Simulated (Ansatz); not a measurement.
Input of an Ansatz 0.2.0 run:

File input.yaml:

```yaml
crystal:
  lattice:
    - [2.89515, 0.0, 0.0]
    - [0.0, 2.89515, 0.0]
    - [0.0, 0.0, 2.89515]
  atoms:
    - { symbol: Mg, position: [-0.005207, 0.00429, -0.003916] }
    - { symbol: B, position: [0.506734, 0.485617, 0.502717] }
kpoints:
  mp_grid: { grid: [9, 9, 9] }
scf:
  occupations: { method: fermi_dirac, width: 0.05 }
hamiltonian:
  xc: pbe
  pseudopotentials: { kind: all_electron, lapw: { basis_error: 0.001 } }
output:
  forces: true
  stress: true
  eigenvalues: true
  populations: true
```

Potentials or basis: all-electron LAPW, scalar-relativistic.

The run is started by

```sh
$ ansatz run input.yaml --threads 1 --pin off --max-ram 3072MiB --backend cpu --events-out ev --progress --plain --runs-dir out
```

Predict the pressure.

0.3 GPa.

What does it give for the Loewdin charges?

Mg +1.53; B -1.40 e.

What does it give for the band gap on the k mesh?

None (metal or under the smearing width).

Predict the largest force.

0.277 eV/Å.

Stress tensor (GPa, compression positive):
```
 0.31 -0.19  0.07
-0.19  0.22 -0.11
 0.07 -0.11  0.35
```
